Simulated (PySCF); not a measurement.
The system is FCCl2Br, in a box.

```xyz
5
Lattice="12.0000 0.0000 0.0000 0.0000 12.0000 0.0000 0.0000 0.0000 12.0000" Properties=species:S:1:pos:R:3 pbc="T T T"
F     6.0135    5.8274    7.0420
C     6.1441    5.7458    5.6872
Cl    7.4285    4.5477    5.3734
Cl    4.6498    5.1798    5.0648
Br    6.6486    7.5410    5.0522
```

The cell isn't the ideal one: atoms moved at random, drawn with an rms of 0.05 Å.

Program: PySCF 2.14.0. Alike in all runs: task atomic charges; potentials or basis 6-31g* (all-electron); no spin polarisation; cell atoms moved at random, drawn with an rms of 0.05 Å; k mesh 1 × 1 × 1; smearing fixed.

Order these runs on this cell by their band gap on the k mesh, lowest first.
A. level LC-wPBE; exxdiv ewald
B. level SVWN5
C. level r2SCAN0+D4; three-body dispersion term yes; exxdiv ewald
D. level r2SCAN+D3(BJ); three-body dispersion term no

B (4.39 eV), D (4.88 eV), C (7.08 eV), A (12.11 eV).

Caveats: this is a molecule in a periodic box at the Γ point, so its band gap is the HOMO-LUMO gap; relativity is left out, which matters for the heavier elements; the basis of atomic orbitals isn't converged, which shifts pressures, moduli and gaps; these D3(BJ) parameters were fitted with the three-body term, which the run leaves out (some runs).

Runs at the PBE level aren't shown here.
